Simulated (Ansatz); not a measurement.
## Cd3Ga, space group I4/mmm: a convergence test of the plane-wave cutoff

Computed with Ansatz 0.2.0, Python API.

The script, `ecut_cd3ga.py`:
```python
'''Convergence of Cd3Ga with the plane-wave cutoff.'''

import ansatz as az


def main() -> None:
    structure = (
        az.Lattice.of((-2.190863, 2.190863, 4.3802), (2.190863, -2.190863, 4.3802), (2.190863, 2.190863, -4.3802))
        .atom('Cd', (0.75, 0.25, 0.5))
        .atom('Cd', (0.25, 0.75, 0.5))
        .atom('Cd', (0.5, 0.5, 0.0))
        .atom('Ga', (0.0, 0.0, 0.0))
    )

    setup = (
        structure.calculation()
        .kpoints(spacing=0.26)
        .functional('pbesol')
        .occupations('cold', width=0.1)
    )

    rows = []
    for value in [250, 325, 400, 475, 550]:
        report = setup.basis(value).run().report
        rows.append((value, report['free_energy_ev'] / len(report['lattice']['sites']), report['n_iterations'], report['n_pw']))

    print(' cutoff (eV)   F/atom (eV)    iterations   plane waves')
    for row in rows:
        print(f'{str(row[0]):>12s}  {row[1]:12.5f}  {row[2]:12d}  {row[3]:12d}')

    # differences from the last row
    for row in rows[:-1]:
        shift = 1000 * (row[1] - rows[-1][1])
        print(f'{row[0]}: {shift:+.2f} meV/atom' + ('  (within 1 meV)' if abs(shift) < 1 else ''))


if __name__ == '__main__':
    main()
```

Running `python ecut_cd3ga.py` prints:
```text
DeckWarning: basis.ecutwfc = 250 eV is below the records' recommended 420 eV, and the density's cutoff is lower with it unless basis.ecutrho_ratio is high enough to keep the records' density cutoff: compare with a run at a higher cutoff
DeckWarning: basis.ecutwfc = 325 eV is below the records' recommended 420 eV, and the density's cutoff is lower with it unless basis.ecutrho_ratio is high enough to keep the records' density cutoff: compare with a run at a higher cutoff
DeckWarning: basis.ecutwfc = 400 eV is below the records' recommended 420 eV, and the density's cutoff is lower with it unless basis.ecutrho_ratio is high enough to keep the records' density cutoff: compare with a run at a higher cutoff
 cutoff (eV)   F/atom (eV)    iterations   plane waves
         250   -7072.30698             8           759
         325   -7073.76842             7          1129
         400   -7073.79550             7          1535
         475   -7073.79670             7          1975
         550   -7073.79694             7          2477
250: +1489.97 meV/atom
325: +28.52 meV/atom
400: +1.44 meV/atom
475: +0.24 meV/atom  (within 1 meV)
```
(Warnings from the package without file and line.)

From 475 eV on it stays within 1 meV an atom of the value at 550 eV; the first row (250 eV) is off by 1490.0 meV and the last but one by 0.24 meV. The energy falls steadily, as expected when plane waves are added. The last run costs about 2.4 times the first.

The mesh is modest for a metal, so energies can be off by several to tens of meV an atom and pressures by half a GPa or more; differences at equal mesh fare better. This cell is a computed structure, which may not be the phase found in nature. Shifts are counted from the last row, which is itself no proven limit. Timing: 44 s on 1 thread of Arm Neoverse V1 (shared host), peak memory 0.57 GiB.
